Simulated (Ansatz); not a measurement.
# AlClGeH₄ (SMILES [AlH2][GeH2][Cl]): functionals against CCSD(T) at one geometry

The atoms stand at a structure displaced at random from a GFN2-xTB minimum. How far do the functionals agree with CCSD(T) there?

The runs use Ansatz 0.2.0, Gaussian basis; single points in def2-TZVPP.

Correlated methods freeze the cores. Filled d shells of the heavier atoms are correlated.

## (1) The system as given

7 atoms, charge 0, spin multiplicity 1.

Atoms are counted from 1 here; the program's logs count them from 0.

Bond lengths: Al1–Ge2 2.413 Å, Al1–H4 1.303 Å, Ge2–Cl3 2.300 Å, Ge2–H6 1.635 Å, Ge2–H7 1.524 Å. Angles: Ge2–Al1–H4 155.5°, Al1–Ge2–Cl3 116.2°, Al1–Ge2–H6 135.1°, Al1–Ge2–H7 89.0°, Cl3–Ge2–H6 99.2°, Cl3–Ge2–H7 95.0°, H6–Ge2–H7 115.6°.

Geometry (Å):

```
Al   -1.1872    0.0629   -1.0562
Ge    0.7952   -0.3621    0.2523
Cl    0.4687   -1.3633    2.2967
H    -2.0595   -0.1682   -1.9961
H    -1.1452    1.9992   -0.7017
H     2.2998   -0.9134   -0.0715
H     0.7157    1.0630    0.7874
```

## (2) CCSD(T)/def2-TZVPP

The input, run/in.yaml:

```yaml
crystal:
  periodic: [false, false, false]
  atoms:
    - {symbol: Al, position_ang: [-1.187200, 0.062900, -1.056200]}
    - {symbol: Ge, position_ang: [0.795200, -0.362100, 0.252300]}
    - {symbol: Cl, position_ang: [0.468700, -1.363300, 2.296700]}
    - {symbol: H, position_ang: [-2.059500, -0.168200, -1.996100]}
    - {symbol: H, position_ang: [-1.145200, 1.999200, -0.701700]}
    - {symbol: H, position_ang: [2.299800, -0.913400, -0.071500]}
    - {symbol: H, position_ang: [0.715700, 1.063000, 0.787400]}
basis:
  gaussian: {orbitals: def2-TZVPP}
correlation: {method: ccsd_t}
output: {forces: true}
```

The command line of these runs was not kept.

## (3) PBE0-D4/def2-TZVPP

run/in.yaml: that of step 2 with these lines changed.

```diff
@@ -12,3 +12,3 @@
   gaussian: {orbitals: def2-TZVPP}
-correlation: {method: ccsd_t}
-output: {forces: true}
+hamiltonian: {xc: pbe0, dispersion: d4}
+output: {forces: true, orbitals: {seedname: orbitals}}
```

## (4) wB97M-V/def2-TZVPP

run/in.yaml: that of step 3 with these lines changed.

```diff
@@ -12,3 +12,3 @@
   gaussian: {orbitals: def2-TZVPP}
-hamiltonian: {xc: pbe0, dispersion: d4}
-output: {forces: true, orbitals: {seedname: orbitals}}
+hamiltonian: {xc: {name: wB97M-V}}
+output: {forces: true}
```

## (5) r2SCAN-D4/def2-TZVPP

run/in.yaml: that of step 4 with these lines changed.

```diff
@@ -12,3 +12,3 @@
   gaussian: {orbitals: def2-TZVPP}
-hamiltonian: {xc: {name: wB97M-V}}
+hamiltonian: {xc: r2scan, dispersion: d4}
 output: {forces: true}
```

## (6) PBE-D4/def2-TZVPP

run/in.yaml: that of step 5 with these lines changed.

```diff
@@ -12,3 +12,3 @@
   gaussian: {orbitals: def2-TZVPP}
-hamiltonian: {xc: r2scan, dispersion: d4}
+hamiltonian: {xc: pbe, dispersion: d4}
 output: {forces: true}
```

## (7) revPBE-D4/def2-TZVPP

run/in.yaml: that of step 6 with these lines changed.

```diff
@@ -12,3 +12,3 @@
   gaussian: {orbitals: def2-TZVPP}
-hamiltonian: {xc: pbe, dispersion: d4}
+hamiltonian: {xc: {name: revPBE}, dispersion: d4}
 output: {forces: true}
```

## (8) SPW92/def2-TZVPP

run/in.yaml: that of step 7 with these lines changed.

```diff
@@ -12,3 +12,3 @@
   gaussian: {orbitals: def2-TZVPP}
-hamiltonian: {xc: {name: revPBE}, dispersion: d4}
+hamiltonian: {xc: lda}
 output: {forces: true}
```

(Steps that only read results are left out.)

Before running it: what results should come out? Wanted: energy less free atoms, CCSD(T)/def2-TZVPP; RMS force component; RMS force error; HOMO and LUMO, PBE0-D4; T1 diagnostic.

The runs gave:

```
                                  quantity                                                                                           value
energy less free atoms, CCSD(T)/def2-TZVPP                                                                                      -15.381 eV
                       RMS force component                                                            2.268 to 2.375 eV/Å over the methods
                           RMS force error  PBE0-D4 0.075, wB97M-V 0.063, r2SCAN-D4 0.075, PBE-D4 0.198, revPBE-D4 0.256, SPW92 0.170 eV/Å
                    HOMO and LUMO, PBE0-D4                                                                              -7.51 and -3.01 eV
                             T1 diagnostic                                                                                           0.012
```

What this shows: Against CCSD(T) the functionals' energies less atoms differ by -2.407 to +0.098 eV, PBE-D4 by -0.183 eV. A larger basis would deepen the CCSD(T) value, while the functionals are nearly converged already, so the order here is not reliable. The forces of wB97M-V come nearest to CCSD(T), those of revPBE-D4 are farthest. Frozen-core CCSD(T) forces in triple zeta carry basis errors of their own, and this is one geometry, so small gaps rank nothing.
